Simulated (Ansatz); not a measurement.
# Ge7H2: the cost of one run

Computed with Ansatz 0.2.0 (DFT LDA, scalar-relativistic, plane waves, PAW, unless a step's input says otherwise).

3 further runs of the same task are left out: 3 set aside as unsound or not needed.

## 1. The structure to begin with

It takes space group Pm (No. 6, monoclinic). Conventional cell: a = 7.950 Å, b = 3.975 Å, c = 22.189 Å, α = 90.00°, β = 90.00°, γ = 90.00°. Around Ge (site symmetry m) lie 2 H at 1.53 Å. Ge (site symmetry m) is surrounded by 4 Ge at 2.43 Å. Around Ge (site symmetry m) lie 4 Ge at 2.39 to 2.45 Å. Around Ge (site symmetry m) lie 4 Ge at 2.40 to 2.45 Å. Ge (site symmetry m) has 4 Ge at 2.44 to 2.45 Å as nearest neighbours. Around Ge (site symmetry m) lie 4 Ge at 2.39 to 2.41 Å. Only part of the 16 independent sites is listed.

As a file:

```cif
data_structure
_symmetry_space_group_name_H-M 'Pm'
_symmetry_Int_Tables_number 6
_cell_length_a 7.9505
_cell_length_b 3.9752
_cell_length_c 22.1892
_cell_angle_alpha 90.000
_cell_angle_beta 90.000
_cell_angle_gamma 90.000
_cell_volume 701.29
loop_
_atom_site_label
_atom_site_type_symbol
_atom_site_symmetry_multiplicity
_atom_site_Wyckoff_symbol
_atom_site_fract_x
_atom_site_fract_y
_atom_site_fract_z
_atom_site_occupancy
Ge1 Ge 1 a 0.25000 0.00000 0.22112 1
Ge2 Ge 1 a 0.75000 0.00000 0.22112 1
Ge3 Ge 1 a 0.50000 0.00000 0.28446 1
Ge4 Ge 1 a 0.00000 0.00000 0.28446 1
Ge5 Ge 1 b 0.50000 0.50000 0.34780 1
Ge6 Ge 1 b 0.00000 0.50000 0.34780 1
Ge7 Ge 1 b 0.74972 0.50000 0.41238 1
Ge8 Ge 1 b 0.25050 0.50000 0.40781 1
Ge9 Ge 1 a 0.74004 0.00000 0.47634 1
Ge10 Ge 1 a 0.26449 0.00000 0.46911 1
Ge11 Ge 1 a 0.99774 0.00000 0.53710 1
Ge12 Ge 1 a 0.49321 0.00000 0.54380 1
Ge13 Ge 1 b 0.15438 0.50000 0.55983 1
Ge14 Ge 1 b 0.43175 0.50000 0.61914 1
H1 H 2 c 0.25000 0.30857 0.17968 1
H2 H 2 c 0.75000 0.69208 0.17942 1
```

This is the geometry of the first run shown, built on a cell relaxed beforehand with the same method.

## 2. The scan

Atoms count from 1 in the order of the input.

Two atoms of the surface dimers are held at set heights.

- height of Ge13 above its place in the flat dimer: 7 values from −0.669 to 0.647 Å
- height of Ge14 above its place in the flat dimer: 7 values from −0.669 to 0.647 Å

Relaxed at each point: all atoms of the upper layers, but for the two heights. Points are written as (first, second).

## 3. Point (−0.669 Å, 0.647 Å)

The input, input.yaml:

```yaml
crystal:
  lattice:
    - [3.9752292141, 0.0, 0.0]
    - [0.0, 7.9504584281, 0.0]
    - [0.0, 0.0, 22.1891745247]
  atoms:
    - { symbol: Ge, position: [0.0, 0.25, 0.2211186323] }
    - { symbol: Ge, position: [0.0, 0.75, 0.2211186323] }
    - { symbol: Ge, position: [0.0, 0.5, 0.2844583372] }
    - { symbol: Ge, position: [0.0, 0.0, 0.2844583372] }
    - { symbol: Ge, position: [0.5, 0.5, 0.3477980422] }
    - { symbol: Ge, position: [0.5, 0.0, 0.3477980422] }
    - { symbol: Ge, position: [0.5, 0.7497161939, 0.4123783675] }
    - { symbol: Ge, position: [0.5, 0.250496485, 0.4078104814] }
    - { symbol: Ge, position: [0.0, 0.7400368538, 0.4763371077] }
    - { symbol: Ge, position: [0.0, 0.2644883165, 0.4691062179] }
    - { symbol: Ge, position: [0.0, -0.0022630689, 0.5371006678] }
    - { symbol: Ge, position: [0.0, 0.4932075371, 0.5438032485] }
    - { symbol: Ge, position: [0.5, 0.1543764943, 0.5598278916] }
    - { symbol: Ge, position: [0.5, 0.431752779, 0.6191360915] }
    - { symbol: H, position: [-0.3085651772, 0.25, 0.1796750369] }
    - { symbol: H, position: [0.3085651772, 0.25, 0.1796750369] }
    - { symbol: H, position: [0.3079205199, 0.75, 0.179421452] }
    - { symbol: H, position: [-0.3079205199, 0.75, 0.179421452] }
basis:
  ecutwfc: 420
kpoints:
  mp_grid: { grid: [6, 3, 1] }
hamiltonian:
  xc: lda
scf:
  occupations: { method: gaussian, width: 0.05 }
output:
  forces: true
  eigenvalues: true
relax:
  adjacent_minimum: "off"
  f_tol: 0.03
  max_steps: 30
  constraints:
    - { sites: [0, 1, 2, 3, 4, 5, 14, 15, 16, 17] }
    - { sites: [12, 13], fix: z }
efield:
  axis: 3
  dipole_correction: true
  ramp_width: 0.04
```

Started as:

```console
$ ansatz run input.yaml --threads 4 --pin off --max-ram 12288MiB --backend cpu --events-out ev --progress --plain --runs-dir out
```

Q: Estimate wall time and peak memory on 4 threads of Arm Neoverse V1, shared host.

About 2.3 min, with a peak of 1.9 GiB.
